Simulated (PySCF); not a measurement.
# CoO₂⁻: structure of the quintet

The task is one start of a wider search on CoO₂⁻: the quintet, built as PBE0 minimum. It is relaxed, tested by its Hessian and followed downhill if it is a saddle.

Method: PBE0, basis Co def2-SVPD, O def2-SVPD, no relativity, density fitting; program: PySCF 2.14.0.

### Step 1. Where the work starts

3 atoms, charge -1, spin multiplicity 5.

Bond lengths: Co1–O2 1.678 Å, Co1–O3 1.678 Å. Angles: O2–Co1–O3 180.0°.

Coordinates in bohr (charge -1 multiplicity 5):
```
Co    0.0000    0.0000    0.0000
O     0.0000    0.0000    3.1709
O     0.0000    0.0000   -3.1709
```

### Step 2. First SCF at the start

The steps below are one call of a driver around PySCF. For each, scf.py gives the equivalent set-up of the SCF; relaxations use the driver's own optimiser. After this first run the driver tries any further starts and a stability analysis.

Contents of scf.py:

```python
from pyscf import gto, scf, dft
mol = gto.M(atom='''
Co     0.000000    -0.000000     0.000000
O      0.000000     0.000000     1.677956
O     -0.000000    -0.000000    -1.677956''',
    basis={'Co': 'def2-SVPD', 'O': 'def2-SVPD'},
    charge=-1, spin=4)
mf = dft.UKS(mol, xc='PBE0')
mf.grids.atom_grid = (50, 194)
aux = {'Co': 'def2-universal-JKFIT', 'O': 'def2-universal-JKFIT'}
mf = mf.density_fit(auxbasis=aux)
mf.conv_tol = 1e-08
mf.diis_space = 10
mf.max_cycle = 60
mf.init_guess = 'minao'
mf.verbose = 4
mf.kernel()
```

Command:

```console
> OMP_NUM_THREADS=2 python axn.py task.json out
```

Further steps of the session: PBE0 minimum start, quintet: relaxation; Frequencies.

What does the calculation give? Wanted: minimum; geometry; wavenumbers; dipole moment; highest occupied, lowest empty level; polar-tensor charge of Co1; zero-point energy; ⟨S²⟩.

**Answer**, as computed:

| quantity | value |
| --- | --- |
| minimum | quintet, D∞h |
| geometry | Co–O 1.678 Å (×2); O–Co–O 180.0° |
| wavenumbers (cm⁻¹) | 121, 121, 769, 871 |
| dipole moment (centre of mass) | 0.00 D |
| highest occupied, lowest empty level (either spin) | -1.39, 1.95 eV |
| polar-tensor charge of Co1 | +1.26 e |
| zero-point energy | 11.3 kJ/mol |
| entropy at 298.15 K | 266.7 J/(mol K) |
| ⟨S²⟩ | 6.034 |

**Reading.** The PBE0 minimum start keeps its D∞h symmetry and ends in a minimum. The strongest infrared band lies at 871 cm⁻¹ (stretch). Most of the spin sits on Co1 (Mulliken spin 3.01, against 4 for the whole molecule). Only this shape and spin were tried, so other structures or states may lie lower. The SCF density has lower symmetry than the nuclear frame. One determinant may miss the lowest occupation of an open d or f shell.
